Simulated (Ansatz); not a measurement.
**BH3OSeSi: up Jacob's ladder to CCSD(T)**

How much do the methods differ for BH3OSeSi? The plan is to run it at one geometry with functionals of several rungs and with coupled cluster, and see how far each lands from CCSD(T) at the basis-set limit for the atomisation energy.

The runs use Ansatz 0.2.0, Gaussian basis; functionals in def2-TZVPP, the program's frozen cores in correlated methods.

The runs, in order: LDA (SPW92), PBE-D4, revPBE-D4, BLYP-D4, r2SCAN-D4, B97M-V, PBE0-D4, B3LYP-D4, r2SCANh-D4, r2SCAN0-D4, HSE06-D4, BHLYP-D4, CAM-B3LYP-D4, LC-ωPBE, ωB97X-V, ωB97M-V, B2PLYP, PBE-QIDH; CCSD(T)/def2-SVP; CCSD(T)/def2-TZVPP; MP2/def2-QZVPP; extrapolation to the limit; RPA on PBE.

## Step 1: The geometry

An earlier PBE0-D4 in a triple-zeta def2 set relaxation fixed the geometry.

SMILES `[SeH][SiH]1BO1`, 7 atoms, charge 0, spin multiplicity 1.

Atoms are counted from 1 here; the program's logs count them from 0.

Bond lengths: Se1–Si2 2.255 Å, Se1–H5 1.470 Å, Si2–B3 1.896 Å, Si2–O4 1.752 Å, Si2–H6 1.479 Å, B3–O4 1.341 Å, B3–H7 1.189 Å. Angles: Si2–Se1–H5 93.6°, Se1–Si2–B3 124.1°, Se1–Si2–O4 115.8°, Se1–Si2–H6 110.0°, B3–Si2–O4 42.9°, B3–Si2–H6 125.6°, O4–Si2–H6 109.3°, Si2–B3–O4 62.8°, Si2–B3–H7 165.4°, O4–B3–H7 131.8°, Si2–O4–B3 74.3°.

## Step 2: LDA

This LDA is Slater exchange with PW92 correlation.

Contents of in.yaml:

```yaml
crystal:
  periodic: [false, false, false]
  atoms:
    - {symbol: Se, position_ang: [-1.351258, 0.707568, -1.603173]}
    - {symbol: Si, position_ang: [0.129227, 0.417880, 0.072921]}
    - {symbol: B, position_ang: [1.320209, -1.052129, 0.197178]}
    - {symbol: O, position_ang: [0.137575, -1.167097, 0.818765]}
    - {symbol: H, position_ang: [-2.336666, 1.377367, -0.742631]}
    - {symbol: H, position_ang: [-0.077914, 1.447855, 1.113540]}
    - {symbol: H, position_ang: [2.240027, -1.799445, 0.097801]}
basis:
  gaussian: {orbitals: def2-TZVPP}
hamiltonian: {xc: lda}
output: {orbitals: {seedname: orbitals}}
```

On the command line:

```bash
ansatz run in.yaml --threads 2 --pin off --events-out ev --progress --plain --max-ram 4352MiB
```

After this run come: PBE-D4 (GGA); revPBE-D4 (GGA); BLYP-D4 (GGA); r2SCAN-D4 (meta-GGA); B97M-V (meta-GGA); PBE0-D4 (hybrid); B3LYP-D4 (hybrid); r2SCANh-D4 (hybrid); r2SCAN0-D4 (hybrid); HSE06-D4 (hybrid); BHLYP-D4 (hybrid); CAM-B3LYP-D4 (range-separated); LC-ωPBE (range-separated); ωB97X-V (range-separated); ωB97M-V (range-separated); B2PLYP (double hybrid); PBE-QIDH (double hybrid); CCSD(T) in def2-SVP; CCSD(T) in def2-TZVPP; MP2 in def2-QZVPP; RPA on PBE orbitals.

Q: Predict the results of all the runs planned. Wanted: atomisation energy, CCSD(T)/CBS; farthest beyond LDA; mean size of error, GGA; mean size of error, meta-GGA; mean size of error, hybrid; mean size of error, range-separated; mean size of error, double hybrid; gap, smallest and largest; T1 diagnostic.

The runs gave:

```
                               quantity                                                                                                          value
        atomisation energy, CCSD(T)/CBS                                                                                                      24.770 eV
    functionals within 0.248 eV (1.0 %)  revPBE-D4, BLYP-D4, B97M-V, PBE0-D4, B3LYP-D4, r2SCANh-D4, HSE06-D4, CAM-B3LYP-D4, ωB97X-V, ωB97M-V, PBE-QIDH
                    farthest beyond LDA                                                                                           BHLYP-D4 (-0.962 eV)
                mean size of error, GGA                                                                                                       0.256 eV
           mean size of error, meta-GGA                                                                                                       0.224 eV
             mean size of error, hybrid                                                                                                       0.254 eV
    mean size of error, range-separated                                                                                                       0.112 eV
      mean size of error, double hybrid                                                                                                       0.288 eV
              gap, smallest and largest                                                                      3.58 eV (LDA (SPW92)), 10.70 eV (LC-ωPBE)
                          T1 diagnostic                                                                                                         0.0137
triples share of the correlation energy                                                                                                          4.1 %
```

**Reading.** LDA overbinds by 3.926 eV (16 %). PBE-D4 is off by +0.532 eV. Double hybrids carry the basis error of their MP2 part in triple zeta, and no dispersion term here, so their miss is partly the set-up's. The rungs range-separated, meta-GGA miss on average by less than the doubt on the reference (0.248 eV), so they tie. Misses under about 0.248 eV are within the doubt on the reference itself, which lacks core-valence correlation, relativity and higher excitations, and its outer-core shells are covered unevenly. All levels share the lack of spin-orbit coupling, which lowers the free heavy atoms and so the true binding. Hartree-Fock recovers 70 % of the binding; the rest is correlation. CCSD(T) in def2-SVP is off by -1.874 eV, which most functionals beat. Orbital gaps span 3.6 to 10.7 eV; exact exchange widens them. Correlated methods include outer-core shells of Se, which these sets cover unevenly.
